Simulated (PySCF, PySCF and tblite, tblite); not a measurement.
# C₆H₉N₂PSi: a path driven as rotation about a bond, and NMR exchange

Aim: the barrier and rate of rotation about a bond in C₆H₉N₂PSi (`P[SiH2]/N=C/c1ccncc1`), and what it does to NMR lines.

Programs: PySCF 2.14.0 with density-fitted response routines of our own, and tblite 0.8.0. All values are computed, except where a source is named. Atoms count from 0 throughout.

## 1. The molecule as given

19 atoms, charge 0, multiplicity 1; geometry from: force field or distance geometry start.

Bonds of the start (Å): C3–C4 1.48, C3–H14 1.10, C4–C5 1.40, C4–C9 1.39, C5–C6 1.38, C5–H15 1.08, C6–H16 1.08, C6–N7 1.35, C8–C9 1.37, C8–H17 1.09, C9–H18 1.09, N2–C3 1.29, N7–C8 1.34, P0–H10 1.40, P0–H11 1.41, P0–Si1 2.20, Si1–H12 1.49, Si1–H13 1.49, Si1–N2 1.72.

## 2. GFN2-xTB relaxation, start minimum

The job: settings as JSON, then the geometry in Å.

```
{"job": {"xc": "GFN2-xTB", "basis": "xTB", "kind": "relax"}, "charge": 0, "multiplicity": 1}
P      3.675200    -0.082600    -1.253300
Si     2.916000    -0.191700     0.812900
N      1.282500     0.350900     0.810100
C      0.371200    -0.506700     0.477900
C     -1.061300    -0.153600     0.446300
C     -1.997500    -1.123700     0.082200
C     -3.323100    -0.745900     0.047600
N     -3.755800     0.500000     0.345500
C     -2.823700     1.409400     0.680700
C     -1.479500     1.140500     0.747200
H      5.041300    -0.163800    -0.950000
H      3.641100     1.326600    -1.355000
H      3.721000     0.687600     1.705700
H      2.963400    -1.601700     1.289700
H      0.605300    -1.557500     0.231900
H     -1.706500    -2.137000    -0.146900
H     -4.099100    -1.456700    -0.214500
H     -3.213500     2.398000     0.905600
H     -0.766900     1.917200     1.025600
```

Command:

```
$ OMP_NUM_THREADS=1 python ens_run.py task.json out
```

One launch serves the whole session.

Standard output:

```text
step      E/eV     max force
  0    -748.24778    2.030
  1    -748.34678    1.386
  2    -748.37746    0.403
  3    -748.39190    0.265
  4    -748.40302    0.289
  5    -748.41321    0.267
  6    -748.42136    0.247
  7    -748.42725    0.228
  8    -748.43261    0.222
  9    -748.43912    0.281
 10    -748.44710    0.293
 11    -748.45645    0.278
 12    -748.46604    0.220
 13    -748.47311    0.189
 14    -748.47694    0.130
 15    -748.47936    0.114
 16    -748.48120    0.094
 17    -748.48261    0.105
 18    -748.48389    0.087
 19    -748.48525    0.114
 20    -748.48691    0.126
 21    -748.48886    0.118
 22    -748.49094    0.111
 23    -748.49304    0.134
 24    -748.49516    0.131
 25    -748.49741    0.131
 26    -748.50014    0.172
 27    -748.50346    0.160
 28    -748.50685    0.125
 29    -748.50961    0.106
 30    -748.51156    0.112
 31    -748.51319    0.125
 32    -748.51520    0.106
 33    -748.51757    0.100
 34    -748.51973    0.098
 35    -748.52146    0.099
 36    -748.52300    0.094
 37    -748.52452    0.098
 38    -748.52599    0.099
 39    -748.52723    0.083
 40    -748.52816    0.067
 41    -748.52883    0.060
 42    -748.52930    0.058
 43    -748.52967    0.053
 44    -748.52997    0.046
 45    -748.53022    0.045
 46    -748.53042    0.041
 47    -748.53062    0.036
 48    -748.53088    0.042
 49    -748.53115    0.041
 50    -748.53139    0.031
 51    -748.53157    0.030
 52    -748.53172    0.036
 53    -748.53187    0.032
 54    -748.53204    0.035
 55    -748.53224    0.041
 56    -748.53247    0.035
 57    -748.53272    0.040
 58    -748.53295    0.044
 59    -748.53317    0.035
 60    -748.53343    0.040
 61    -748.53380    0.064
 62    -748.53434    0.083
 63    -748.53498    0.078
 64    -748.53558    0.060
 65    -748.53619    0.061
 66    -748.53693    0.074
 67    -748.53791    0.086
 68    -748.53901    0.091
 69    -748.54008    0.129
 70    -748.54111    0.080
 71    -748.54240    0.087
 72    -748.54405    0.081
 73    -748.54547    0.105
 74    -748.54615    0.099
 75    -748.54716    0.059
 76    -748.54757    0.052
 77    -748.54805    0.044
 78    -748.54851    0.041
 79    -748.54894    0.046
 80    -748.54927    0.043
 81    -748.54952    0.032
 82    -748.54967    0.025
 83    -748.54977    0.027
 84    -748.54987    0.027
 85    -748.54995    0.021
 86    -748.55001    0.018
 87    -748.55007    0.023
 88    -748.55015    0.030
 89    -748.55024    0.025
 90    -748.55034    0.021
 91    -748.55041    0.021
 92    -748.55047    0.021
 93    -748.55053    0.023
 94    -748.55061    0.020
 95    -748.55072    0.029
 96    -748.55088    0.036
 97    -748.55111    0.041
 98    -748.55139    0.042
 99    -748.55159    0.026
100    -748.55169    0.021
101    -748.55176    0.021
102    -748.55183    0.027
103    -748.55189    0.023
104    -748.55194    0.011
105    -748.55197    0.015
106    -748.55198    0.015
107    -748.55201    0.015
108    -748.55204    0.014
109    -748.55208    0.013
110    -748.55210    0.016
111    -748.55213    0.017
112    -748.55217    0.016
113    -748.55220    0.013
114    -748.55224    0.016
115    -748.55228    0.013
116    -748.55231    0.017
117    -748.55234    0.014
118    -748.55236    0.012
119    -748.55238    0.011
120    -748.55240    0.010
121    -748.55243    0.009
122    -748.55244    0.010
123    -748.55246    0.009
124    -748.55247    0.008
125    -748.55248    0.008
126    -748.55250    0.009
127    -748.55251    0.011
128    -748.55253    0.010
129    -748.55254    0.013
130    -748.55256    0.012
131    -748.55259    0.011
132    -748.55263    0.018
133    -748.55269    0.026
134    -748.55278    0.026
135    -748.55288    0.025
136    -748.55299    0.032
137    -748.55309    0.033
138    -748.55321    0.032
139    -748.55332    0.032
140    -748.55341    0.023
141    -748.55347    0.021
142    -748.55351    0.019
143    -748.55355    0.017
144    -748.55360    0.019
145    -748.55364    0.016
146    -748.55367    0.011
147    -748.55369    0.009
148    -748.55371    0.007
149    -748.55372    0.007
150    -748.55373    0.007
151    -748.55373    0.006
152    -748.55374    0.006
153    -748.55375    0.006
154    -748.55375    0.006
155    -748.55376    0.008
156    -748.55377    0.009
157    -748.55378    0.008
158    -748.55379    0.007
159    -748.55379    0.005
160    -748.55379    0.005
161    -748.55380    0.005
162    -748.55380    0.005
163    -748.55380    0.005
164    -748.55381    0.005
165    -748.55381    0.005
166    -748.55382    0.006
167    -748.55383    0.006
168    -748.55384    0.009
169    -748.55385    0.010
170    -748.55387    0.010
171    -748.55388    0.010
172    -748.55390    0.010
173    -748.55391    0.011
174    -748.55393    0.013
175    -748.55396    0.012
176    -748.55398    0.009
177    -748.55400    0.010
178    -748.55401    0.011
179    -748.55403    0.013
180    -748.55405    0.013
181    -748.55408    0.011
182    -748.55409    0.007
183    -748.55410    0.006
184    -748.55410    0.006
185    -748.55410    0.005
186    -748.55411    0.005
187    -748.55411    0.005
188    -748.55412    0.005
189    -748.55412    0.004
190    -748.55412    0.002
```

It took 2.8 s on 1 thread of Arm Neoverse N1, shared host.

Relaxing gained 0.306 eV and moved the atoms by 0.49 Å on average (rms).

## 3. Relaxed scan, rotation

The job: settings as JSON, then the geometry in Å.

```
{"job": {"xc": "GFN2-xTB", "basis": "xTB", "coordinate": [["t", [5, 4, 3, 2], 0.25], ["t", [5, 4, 3, 14], 0.25], ["t", [9, 4, 3, 2], 0.25], ["t", [9, 4, 3, 14], 0.25]], "kind": "drive"}, "charge": 0, "multiplicity": 1}
P      3.709158     0.367797    -1.218247
Si     2.985027    -0.380269     0.775014
N      1.295494    -0.153184     0.695748
C      0.287258    -0.890331     0.535299
C     -1.059307    -0.338173     0.436797
C     -2.165849    -1.174120     0.281929
C     -3.422239    -0.597134     0.193018
N     -3.629684     0.707277     0.246203
C     -2.581877     1.502463     0.392330
C     -1.281855     1.039295     0.492859
H      4.965226     0.691536    -0.739289
H      3.246959     1.658583    -1.047884
H      3.357209     0.474939     1.901718
H      3.537924    -1.732782     0.931250
H      0.347561    -1.983596     0.465365
H     -2.043338    -2.245917     0.233144
H     -4.309305    -1.205482     0.072728
H     -2.803912     2.560927     0.429845
H     -0.444253     1.707423     0.611556
```

Standard output:

```text
point  coordinate     E/eV
  0    -74.400     -748.53516
  1    -59.400     -748.50618
  2    -44.600     -748.45174
  3    -29.500     -748.40934
  4    -14.400     -748.36315
  5      0.800     -748.33180
  6     16.100     -748.35917
  7     31.400     -748.40862
  8     46.400     -748.45970
  9     61.300     -748.50893
 10     76.000     -748.53086
 11     90.900     -748.54676
```

Run time: 11 s. Hardware: 1 thread of Arm Neoverse N1, shared host.

The highest point is number 5, 4.7 kcal/mol above the first.

## 4. Nudged elastic band, leg 1

Changed since step 3:

```diff
@@ -1,2 +1,2 @@
-{"job": {"xc": "GFN2-xTB", "basis": "xTB", "coordinate": [["t", [5, 4, 3, 2], 0.25], ["t", [5, 4, 3, 14], 0.25], ["t", [9, 4, 3, 2], 0.25], ["t", [9, 4, 3, 14], 0.25]], "kind": "drive"}, "charge": 0, "multiplicity": 1}
+{"job": {"xc": "GFN2-xTB", "basis": "xTB", "kind": "neb"}, "charge": 0, "multiplicity": 1}
 P      3.709158     0.367797    -1.218247
```

Standard output:

```text
image   E - E0 / eV
  0       0.0000
  1       0.0465
  2       0.1429
  3       0.1997
  4       0.1060
  5       0.0239
  6       0.0000
```

Run time: 5.8 s. Hardware: 1 thread of Arm Neoverse N1, shared host; peak memory 0.2 GiB.

The highest point is number 3, 4.6 kcal/mol above the first.

## 5. Saddle search, leg 1

The job: settings as JSON, then the geometry in Å.

```
{"job": {"xc": "GFN2-xTB", "basis": "xTB", "kind": "saddle"}, "charge": 0, "multiplicity": 1}
P      3.868895     0.937884    -0.669907
Si     2.930393    -0.833250     0.347199
N      1.242919    -0.522494     0.337256
C      0.321252    -0.660738    -0.499890
C     -1.051714    -0.195655    -0.221601
C     -1.865259    -0.874518     0.680164
C     -3.157608    -0.414470     0.877273
N     -3.652701     0.651282     0.273124
C     -2.871668     1.307056    -0.567535
C     -1.573250     0.923698    -0.863585
H      5.037618     0.879648     0.065373
H      3.313830     1.886638     0.167416
H      3.200265    -0.944965     1.778977
H      3.417321    -2.008454    -0.386195
H      0.451944    -1.134212    -1.483477
H     -1.494421    -1.743126     1.201365
H     -3.831617    -0.922527     1.554555
H     -3.313186     2.180413    -1.029541
H     -0.973012     1.487791    -1.560971
```

Standard output:

```text
step      E/eV     max force
  0    -748.35438   0.0226
  1    -748.35488   0.0932
  2    -748.35478   0.0295
  3    -748.35501   0.0282
  4    -748.35525   0.0712
  5    -748.35487   0.0124
  6    -748.35503   0.0179
  7    -748.35516   0.0293
  8    -748.35527   0.0424
  9    -748.35530   0.0514
 10    -748.35541   0.0484
 11    -748.35569   0.0478
 12    -748.35609   0.0872
 13    -748.35587   0.0331
 14    -748.35611   0.0371
 15    -748.35641   0.0354
 16    -748.35693   0.0224
 17    -748.35704   0.0171
 18    -748.35705   0.0037
lowest wavenumbers (cm-1): -79.8 37.9 51.6 74.3 93.1 165.1
```

Wall time 16 s (1 thread of Arm Neoverse N1, shared host); peak memory 0.2 GiB.

Point group C1; 1 imaginary mode, 80i cm⁻¹, carried by C3, H14, C5, C9. Steps downhill from it reached both ends.

[end of part 1 of 2]
